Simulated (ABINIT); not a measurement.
**GdO: equation of state with LDA**

Crystal: GdO.

```
Gd O
1.0
     0.00000    2.70000    2.70000
     2.70000    0.00000    2.70000
     2.70000    2.70000    0.00000
Gd O
1 1
Direct
  0.00000 0.00000 0.00000
  0.75000 0.75000 0.75000
```

| Quantity | Value |
| --- | --- |
| Program | ABINIT 10.8.3 (patched build) |
| Task | equation of state |
| Functional | LDA |
| Potentials or basis | JTH PAW LDA v2.0 |
| Cutoff | 626 eV |
| k mesh | 6 × 6 × 6 |
| Occupations | fermi-dirac, width 0.05 eV |
| Spin | collinear spin, ferromagnetic start |
| Starting moments | [7.0, 0.0] μB |
| Fine-grid cutoff | 1224.51 eV |

| Property | Result |
| --- | --- |
| Equilibrium volume | 18.38 Å³/atom (rough: see the caveat) |
| Bulk modulus | 115 GPa (rough) |

Energy against volume, from the lowest point:
| volume (Å³/atom) | energy (meV/atom) |
| --- | --- |
| 18.502 | 0.00 |
| 18.896 | 4.71 |
| 19.289 | 14.44 |
| 19.683 | 28.75 |
| 20.077 | 46.95 |
| 20.470 | 68.64 |
| 20.864 | 93.30 |

Run time: 7.6 min on 1 thread of Arm Neoverse V1 (shared host), peak memory 0.2 GiB.

Caveat: pressures at fixed basis lie under the slope of the energies; the minimum lies outside the volumes run; without U or exact exchange the open f shell lies at the Fermi level, which spoils levels, moments and volumes. The state reached can hang on the start; a lower one may exist.
